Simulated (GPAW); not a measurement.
## PbF2 (Fluorocronite): band structure with PBEsol

Crystal: PbF2 (Fluorocronite).

```
Pb F
1.0
     0.00000    2.96366    2.96366
     2.96366    0.00000    2.96366
     2.96366    2.96366    0.00000
Pb F
1 2
Direct
  0.00000 0.00000 0.00000
  0.75000 0.75000 0.75000
  0.25000 0.25000 0.25000
```

```json
{"Program": "GPAW 26.7.0", "Task": "band structure", "Functional": "PBEsol", "Potentials or basis": "PAW data sets generated in the run's folder for this functional", "Cutoff": "800 eV", "Basis": "pw", "k mesh": "8 × 8 × 8", "Occupations": "fermi-dirac, width 0.05 eV", "Spin": "no spin polarisation", "Maxiter": "150", "Band path": "GXWKGLUWLK,UX", "Band points": "100"}
```

* Pressure: -2.5 GPa
* Band gap on the k mesh: 4.23 eV, indirect (least direct gap 4.39 eV)
* Band gap along the path: 4.23 eV, indirect (least direct gap 4.39 eV)

Levels at the corners of the path, in eV from the valence-band top:
```tsv
point	band 11	band 12	band 13	band 14	band 15	band 16	band 17	band 18
Γ	-2.53	-2.03	-2.03	-2.03	6.60	6.60	6.60	10.51
X	-1.60	-1.60	-1.60	-0.15	4.23	7.76	7.76	8.78
W	-2.75	-1.66	-1.53	0.00	5.90	5.90	7.35	9.98
K	-2.12	-1.75	-1.61	-0.03	5.15	6.53	7.74	9.66
Γ	-2.53	-2.03	-2.03	-2.03	6.60	6.60	6.60	10.51
L	-2.75	-2.20	-2.20	-0.03	4.88	7.51	7.51	13.04
U	-2.12	-1.75	-1.61	-0.03	5.15	6.53	7.74	9.66
W	-2.75	-1.66	-1.53	0.00	5.90	5.90	7.35	9.98
L	-2.75	-2.20	-2.20	-0.03	4.88	7.51	7.51	13.04
K	-2.12	-1.75	-1.61	-0.03	5.15	6.53	7.74	9.66
U	-2.12	-1.75	-1.61	-0.03	5.15	6.53	7.74	9.66
X	-1.60	-1.60	-1.60	-0.15	4.23	7.76	7.76	8.78
```

Wall time 2.2 min on 1 thread of Arm Neoverse V2 (shared host), peak memory 0.46 GiB.

Caveat: spin-orbit coupling is left out, which as a rule narrows the gap of such compounds by several tenths of an eV. PBEsol gaps usually lie below the measured ones, often by a third to a half.
